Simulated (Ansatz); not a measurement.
**One input on several machines: MP2, B13H16N13 (borazene series)**

All times were clocked for whole runs of Ansatz 0.2.0, start-up included, one run at a time with no other job on the machine: an Arm Neoverse N1 node (56 of its 64 cores, memory capped at 64 GiB); a node with four NVIDIA GB300 Max-Q cards and 144 Grace (Neoverse V2) cores; a node with four NVIDIA GB200 cards and 144 Grace (Neoverse V2) cores; a node with eight NVIDIA H100 80GB cards and 96 AMD EPYC 7R13 cores; an Intel Xeon 6975P-C node (Granite Rapids, 96 cores, 192 hardware threads, 360 GiB). Times and memory are rounded to two significant figures, and ratios are formed from the unrounded values. A row is a single run, so small differences between rows aren't established. System services beside the runs took up to 4 cores (rounded up). Runs with a thread on every core shared the cores with them. Precision is the program's default, which can work at lower precision in parts of a run. Card memory is the largest of readings taken every 0.4 s, so short peaks can be missed, and it isn't given for runs under about 3 s. It shows what a run took, which needn't be the least that it can run in: the program holds more work at once where threads and free memory allow. Ansatz fits or factors the two-electron integrals of a Gaussian basis by default. It has two schemes, and a run can build a set of factors by either or by both: the log gives each set's size, with a bound on the integrals' error for one scheme and none for the other.

Commands are shown without the flags for output files and display.

| Item | Value |
| --- | --- |
| atoms | 42 |
| electrons | 172 |
| basis | def2-tzvpp |
| basis functions | 1030 |
| integral factors (in one run; the count can differ a little by machine) | 6276 (error up to 1.8e-3 eV) |

The input file:

```yaml
crystal:
  periodic: [false, false, false]
  atoms:
    - { symbol: "N", position_ang: [0.0000, 0.7200, 0.0000] }
    - { symbol: H, position_ang: [-0.8747, 1.2250, 0.0000] }
    - { symbol: B, position_ang: [0.0000, -0.7200, 0.0000] }
    # ... 38 more atoms, left out here ...
    - { symbol: H, position_ang: [15.9955, -1.3150, 0.0000] }
basis:
  gaussian: { orbitals: def2-tzvpp }
correlation: { method: mp2 }
```

| machine share | command | wall time | stage clocks | of them the mean-field stage | outside them | CPU time | SCF iterations | threads | host memory (GiB) | fullest card (GiB) | remarks |
| --- | --- | --- | --- | --- | --- | --- | --- | --- | --- | --- | --- |
| 1 × GB300 | ansatz run input.yaml --backend cuda --devices 1 | 12 s | 11 s | 9.9 s | 0.69 s | 2.9 min | 15 | 144 | 1.4 | 31 |  |
| 1 × H100 (the program's choice) | ansatz run input.yaml --backend cuda | 6.0 s | 4.8 s | 4.2 s | 1.2 s | 86 s | 15 | 96 | 1.8 | 31 |  |
| 56 threads, Neoverse N1 | taskset -c 8-63 ansatz run input.yaml --threads 56 --backend cpu --max-ram 64GiB | 62 s | 62 s | 36 s | 0.30 s | 53 min | 15 | 56 | 17 |  |  |
| 96 threads, Xeon 6975P-C | ansatz run input.yaml --backend cpu | 17 s | 17 s | 13 s | 0.16 s | 24 min | 15 | 96 | 17 |  | workers unbound |

The stage clocks are the program's own, summed: the mean-field stage and the correlated steps. The mean-field stage is one clock over all work up to the reference state: integrals, SCF, tests for a lower state where a run makes them, the wait for a card to open. The correlated steps include the solver's set-up. Outside lie the rest of start-up and exit.

SCF iterations count the mean-field evaluations that the program logged over all starts and steps, those after a first convergence included. Correlated methods freeze the cores.

«workers unbound»: the program didn't bind its workers to cores in this run.

The logs of these runs don't tell the arithmetic, which the program chooses by machine, so the machines needn't compute or store alike.

The runs on cards also kept host threads busy (see the CPU time), so differences between cards can come from their hosts too.

Among these rows the slowest by wall time (56 threads, Neoverse N1) takes 10 times as long as the fastest (1 × H100 (the program's choice)). Up to 20 % of a wall time lies outside the stage clocks (1 × H100 (the program's choice)), so the wall times show the speed at the clocked work only in part. On the stage clocks alone the slowest (56 threads, Neoverse N1) takes 13 times as long as the fastest (1 × H100 (the program's choice)). In 4 of these rows the mean-field stage takes more than half of the clocked time, so the order isn't that of the correlated steps alone.

The gap on the stage clocks between 1 × GB300 and 1 × H100 (the program's choice) (11 s against 4.8 s) wasn't traced.

Question: How long does the same input take on 1 × GB200 (ansatz run input.yaml --backend cuda --devices 1)?

Answer: 5.3 s, in 15 SCF iterations, 0.87 times the time on 1 × H100 (the program's choice); peak host memory 1.2 GiB, 31 GiB on the fullest card. Of the wall time 4.6 s is on the stage clocks and 0.64 s outside. On the stage clocks alone it is 0.96 times that on 1 × H100 (the program's choice) (4.6 s against 4.8 s). The mean-field stage takes 3.9 s, the correlated steps 0.76 s (against 0.65 s). The mean-field stage holds the wait for the card to open, which has no clock of its own, so a stage this short says little about the card's speed.
